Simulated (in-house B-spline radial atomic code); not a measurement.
# Ru³⁷⁺: parity violation, electron EDM and field shifts

Aim: for Ru³⁷⁺, one electron outside the core [He] 2s2 2p1/2^2, the dipole amplitudes that the weak charge of the nucleus induces, the enhancement of an electron EDM and the field-shift constants, at three levels.

Method: Dirac-Hartree-Fock, RPA and Brueckner orbitals, sums over states, B-spline basis. Code: an in-house B-spline radial atomic code, version 1.

### Step 1. The atom as given

| Property | Result |
| --- | --- |
| element | ruthenium (Z = 44) |
| charge | +37 |
| closed core | [He] 2s2 2p1/2^2 |
| nucleus | mass number 102, rms radius 4.481 fm |
| note | closed in jj coupling only |

### Step 2. The run and its levels

The run's settings:

```ini
basis_form = 2
Z = 44
core_configuration = [He] 2s2 2p-2
rms_radius = 4.4809
mass_number = 102
speed_of_light = 137.035999084
box_radius = 1.842
lmax = 6
intervals = 56
virtual_cutoff = 3872.0
```

The run is started by

```console
> python run_mb.py task.json out
```

Main fields of the result record, rounded:

```text
{
  "status": "converged",
  "levels_used [hartree]": {
    "3s1/2": [-87.62369, -87.65148],
    "4s1/2": [-48.18702, -48.19557],
    "5s1/2": [-30.39461, -30.39851],
    "3p1/2": [-85.78324, -85.81349],
    "4p1/2": [-47.41174, -47.42037],
    "5p1/2": [-30.0036, -30.00744],
    "2p3/2": [-195.684, -195.7784],
    "3p3/2": [-83.99209, -84.01974],
    "4p3/2": [-46.70591, -46.71535],
    "3d3/2": [-82.17136, -82.20221],
    "4d3/2": [-45.98575, -45.99515],
    "5d3/2": [-29.30051, -29.30485],
    "3d5/2": [-81.45338, -81.51362],
    "4d5/2": [-45.70996, -45.73022],
    "5d5/2": [-29.16236, -29.17195]
  },
  "lowest_core_excitation [hartree]": 5.2241
}
```

Run time: 3.7 s. Hardware: 1 thread of Arm Neoverse V1, shared host; peak memory 0.17 GiB.

Valence levels (eV):

```
state       DHF  Brueckner   shift
3s1/2  -2384.36   -2385.12  -0.756
4s1/2  -1311.24   -1311.47  -0.233
5s1/2  -827.079   -827.186  -0.106
3p1/2  -2334.28   -2335.10  -0.823
4p1/2  -1290.14   -1290.37  -0.235
5p1/2  -816.440   -816.544  -0.104
2p3/2  -5324.83   -5327.40   -2.57
3p3/2  -2285.54   -2286.29  -0.752
4p3/2  -1270.93   -1271.19  -0.257
```

### Step 3. Weak-charge mixing

The record's fields for this part:

```text
{
  "pnc": [
    ["4s1/2", "3s1/2", 0.0024865, 0.0024634, 0.0024593],
    ["3d3/2", "3s1/2", 0.012005, 0.011942, 0.011948],
    ["4p1/2", "3p1/2", 0.0025038, 0.0025108, 0.0025144],
    ["2p3/2", "3p1/2", 0.0012405, 0.0010536, 0.0010561],
    ["5s1/2", "3s1/2", 0.0011142, 0.0010778, 0.0010757]
  ]
}
```

Size of E1 per unit weak charge (10⁻¹¹ e bohr):

```
pair of states       DHF       RPA  Brueckner + RPA
 4s1/2 – 3s1/2  0.002486  0.002463         0.002459
 3d3/2 – 3s1/2   0.01201   0.01194          0.01195
 4p1/2 – 3p1/2  0.002504  0.002511         0.002514
 2p3/2 – 3p1/2  0.001241  0.001054         0.001056
 5s1/2 – 3s1/2  0.001114  0.001078         0.001076
```

### Step 4. Electron EDM and scalar-pseudoscalar coupling

In the record:

```text
{
  "edm": [
    ["3s1/2", 42.111, 41.79, 41.814, -0.20564, -0.2037, -0.20381],
    ["4s1/2", 78.723, 80.336, 80.289, -0.38498, -0.39216, -0.39193],
    ["3p1/2", -43.146, -42.882, -42.904, 0.21068, 0.20901, 0.20912],
    ["4p1/2", -80.103, -81.766, -81.719, 0.39173, 0.39914, 0.39891]
  ]
}
```

Enhancement factor of the electron EDM:

```
state     DHF     RPA  Brueckner + RPA
3s1/2   42.11   41.79            41.81
4s1/2   78.72   80.34            80.29
3p1/2  -43.15  -42.88           -42.90
4p1/2  -80.10  -81.77           -81.72
```

### Step 5. Response to the nuclear radius

From the result record:

```text
{
  "field_shift [state, GHz/fm^2 (three levels)]": [
    ["3s1/2", 337.97, 332.97, 332.92],
    ["4s1/2", 138.82, 136.5, 136.47],
    ["3p1/2", 7.3563, -9.2198, -9.2173],
    ["4p1/2", 3.1811, -3.2541, -3.2521],
    ["2p3/2", 0.0012898, -60.743, -60.779],
    ["3p3/2", 0.00042731, -15.056, -15.064],
    ["3d3/2", 1.0481e-06, -9.9093, -9.9194],
    ["4d3/2", 5.8662e-07, -3.5188, -3.5198],
    ["3d5/2", 3.9455e-07, -9.5021, -9.5278],
    ["4d5/2", 2.0206e-07, -3.403, -3.4062]
  ]
}
```

Field-shift constants (GHz/fm²):

```
state        DHF     RPA  Brueckner + RPA
3s1/2      338.0   333.0            332.9
4s1/2      138.8   136.5            136.5
3p1/2      7.356  -9.220           -9.217
4p1/2      3.181  -3.254           -3.252
2p3/2   0.001290  -60.74           -60.78
3p3/2  0.0004273  -15.06           -15.06
3d3/2  1.048e-06  -9.909           -9.919
4d3/2  5.866e-07  -3.519           -3.520
```

### Step 6. Summary of results

```
                               quantity                    value
E1 (4s1/2 – 3s1/2) per unit weak charge  0.002459 × 10⁻¹¹ e bohr
                 EDM enhancement, 3s1/2                    41.81
 atomic EDM per C_SP and nucleon, 3s1/2     -0.2038 × 10⁻²⁰ e cm
                     field shift, 3s1/2            332.9 GHz/fm²
```

In words: The 4s1/2 – 3s1/2 amplitude changes by -0.93 % from DHF to RPA and by -0.17 % more on Brueckner orbitals. The EDM enhancement of 3s1/2 is 41.8, so in that state the EDM exceeds the electron's own. It is not the lowest valence state computed (2p3/2). These effects come from s and p1/2 electrons at the nucleus and grow steeply with Z. 2p3/2 has no density at the nucleus, so its DHF field shift is near zero; the RPA value, -60.7 GHz/fm², comes from the core's response and has the opposite sign to that of the s states. Breit, QED, the neutron skin and higher orders are left out.
